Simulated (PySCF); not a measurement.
# C6H7Br: the cost of one run

Computed with PySCF 2.14.0 and routines of our own; the level stands in each step. Atoms count from 0.

## 1. The starting structure

14 atoms, charge 0, multiplicity 1; geometry from: GFN2-xTB.

## 2. Magnetic properties: GIAO PBE/pcSseg-1

The job: settings as JSON, then the geometry in Å.

```
{"job": {"kind": "mag", "xc": "PBE", "basis": "pcSseg-1", "isotopologues": 2}, "charge": 0, "multiplicity": 1}
C     -2.848657     0.650099     0.253261
C     -1.555575     0.627881    -0.068408
C     -0.713366    -0.484962     0.285752
C      0.594960    -0.716394     0.068571
C      1.646964     0.026276    -0.581060
C      2.897339    -0.433028    -0.664076
Br     1.323018     1.740564    -1.378860
H     -3.483063     1.478586    -0.008855
H     -3.314688    -0.161347     0.789634
H     -1.134437     1.461340    -0.604538
H     -1.240063    -1.267571     0.821909
H      0.980167    -1.655921     0.451846
H      3.681131     0.121175    -1.149367
H      3.165593    -1.387172    -0.242953
```

Level: GIAO PBE/pcSseg-1 magnetisability, rotational g tensor and spin-rotation constants, non-relativistic, gas phase.

Command:

```
$ OMP_NUM_THREADS=1 python excited_run.py task.json out
```

This one command runs all jobs of the session in turn.

**Question.** How long does this first job take on 1 thread of Arm Neoverse V1, shared host, and how much memory does it need?

About 38 s, with a peak of 0.68 GiB.
